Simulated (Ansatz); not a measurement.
GaSb3:

```
Sb Ga
1.0
     0.00000    3.73060    3.73060
     3.73060    0.00000    3.73060
     3.73060    3.73060    0.00000
Sb Ga
3 1
Cartesian
  3.7306 3.7306 3.7306
  5.5959 5.5959 5.5959
  1.8653 1.8653 1.8653
  0.0000 0.0000 0.0000
```

The cell comes from a database or a generator and needn't be the stable form of this composition.

| Quantity | Value |
| --- | --- |
| Program | Ansatz 0.2.0 |
| Task | relaxation of cell and atoms |
| Functional | r2SCAN |
| Potentials or basis | Ansatz PAW |
| Cutoff | 500 eV (not typed: the program's choice for these potentials) |
| k mesh | 6 × 6 × 6 |
| Occupations | fermi-dirac, width 0.05 eV |
| Spin | no spin polarisation |

At the start: volume 25.96 Å³/atom.

**Question.** How do energy, volume and symmetry change on relaxing?

**Answer.** It ends after 4 steps and the volume is 25.21 Å³/atom (-2.9 %); space group Fm-3m (No. 225, to 0.05 Å).

Step by step:
| step | energy change (eV) | largest force (eV/Å) | volume (Å³) |
| --- | --- | --- | --- |
| 1 | 0.0000 | 0.0000 | 103.84 |
| 2 | -0.0143 | 0.0000 | 100.01 |
| 3 | -0.0152 | 0.0000 | 100.82 |
| 4 | -0.0148 | 0.0000 | 100.82 |

Final structure:
```yaml
crystal:
  lattice:
    - [0.00000, 3.69413, 3.69413]
    - [3.69413, 0.00000, 3.69413]
    - [3.69413, 3.69413, 0.00000]
  atoms:
    - { symbol: Sb, position: [0.50000, 0.50000, 0.50000] }
    - { symbol: Sb, position: [0.75000, 0.75000, 0.75000] }
    - { symbol: Sb, position: [0.25000, 0.25000, 0.25000] }
    - { symbol: Ga, position: [0.00000, 0.00000, 0.00000] }
```

Caveat: the plane-wave basis is chosen anew once the cell has moved, so the energies of steps on either side of that aren't comparable; the PAW data sets come from PBE, with cores solved anew for the run's functional, which leaves a small shift of forces and pressure.
